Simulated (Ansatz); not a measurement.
# H₂Br (doublet): from Hartree-Fock to the top rungs at distance Br1–H2 along a hydrogen transfer = 1.694 Å, cc-pVTZ

How much of the correlation energy of H₂Br (doublet) does each wave-function method recover here?

Computed with Ansatz 0.2.0, Gaussian basis. Level: cc-pVTZ, core rule «outside noble gas», up to 14 orbitals frozen.

The runs, in order: UHF; CCSD(T) on ROHF; CCSD(T) on UHF; BCCD(T) on ROHF; CISD; CCSDT(Q) on ROHF; CCSDT(Q) on UHF; CASSCF and MRCISD+Q, 3 electrons in 3 orbitals; CASSCF and NEVPT2, 3 electrons in 3 orbitals; CASSCF and MRCISD+Q, 9 electrons in 6 orbitals; CASSCF and NEVPT2, 9 electrons in 6 orbitals.

4 further runs of the same task are left out: 4 that didn't finish.

## 1. The geometry

The geometry derives from fragments relaxed apart (PBE0/def2-TZVP) and kept rigid, so it is no stationary point. A hydrogen atom is moved between rigid fragments. No spin-orbit coupling is included. The filled d shell of Br may be among the frozen orbitals whatever the setting's name suggests; the logs give the count.

3 atoms, charge 0, spin multiplicity 2.

Atoms are counted from 1 here; the program's logs count them from 0.

Bond lengths: Br1–H2 1.694 Å.

## 2. UHF

File in.yaml:

```yaml
crystal:
  periodic: [false, false, false]
  atoms:
    - {symbol: Br, position_ang: [0.000000, 0.000000, -1.499000]}
    - {symbol: H, position_ang: [0.000000, 0.000000, 0.195000]}
    - {symbol: H, position_ang: [0.000000, 0.000000, 1.304000]}
basis:
  gaussian: {orbitals: cc-pVTZ}
magnetization: {spin_polarized: true, initial_magnetization: 1}
hamiltonian: {xc: hf}
output: {orbitals: {seedname: orbitals}}
```

Started as:

```sh
$ ansatz run in.yaml --threads 1 --pin off --events-out ev --progress --plain --max-ram 2393MiB
```

After this run come: CCSD(T) on ROHF; CCSD(T) on UHF; BCCD(T) on ROHF; CISD; CCSDT(Q) on ROHF; CCSDT(Q) on UHF; CASSCF and MRCISD+Q, 3 electrons in 3 orbitals; CASSCF and NEVPT2, 3 electrons in 3 orbitals; CASSCF and MRCISD+Q, 9 electrons in 6 orbitals; CASSCF and NEVPT2, 9 electrons in 6 orbitals.

Q: Predict the results of all the runs planned. Wanted: UCCSDT(Q) below the RHF energy; RMP2 from UCCSDT(Q); UMP2 from UCCSDT(Q); RCCSD from UCCSDT(Q); RCCSD(T) from UCCSDT(Q); UCCSD(T) from UCCSDT(Q); RCCSDT(Q) from UCCSDT(Q); NEVPT2 pair from UCCSDT(Q); MRCISD+Q pair from UCCSDT(Q).

The runs gave:

| quantity | value |
| --- | --- |
| UCCSDT(Q) below the RHF energy | -6.1379 eV |
| RMP2 from UCCSDT(Q) | +20.71 kcal/mol |
| UMP2 from UCCSDT(Q) | +21.85 kcal/mol |
| RCCSD from UCCSDT(Q) | +5.40 kcal/mol |
| RCCSD(T) from UCCSDT(Q) | +0.61 kcal/mol |
| UCCSD(T) from UCCSDT(Q) | +0.64 kcal/mol |
| RCCSDT(Q) from UCCSDT(Q) | +0.03 kcal/mol |
| NEVPT2 pair from UCCSDT(Q) | +17.69 kcal/mol |
| MRCISD+Q pair from UCCSDT(Q) | +1.63 kcal/mol |
| NEVPT2 valence from UCCSDT(Q) | +28.27 kcal/mol |
| levels within 1 kcal/mol (43 meV) | RCCSD(T), UCCSD(T), BCCD(T), RCCSDT, UCCSDT, RCCSDT(Q) |
| T1 diagnostic | 0.037 |
| effectively unpaired electrons | 1.02 |

In words: RCCSD(T) misses by +0.61 kcal/mol, 0.4 % of the correlation energy. One determinant dominates. Of the multireference levels listed MRCISD+Q valence comes nearest in total energy (+1.53 kcal/mol), which doesn't show that its space is the better one. These misses are within one basis, not against nature; the frozen cores of restricted and unrestricted runs differ, which can shift their rows.
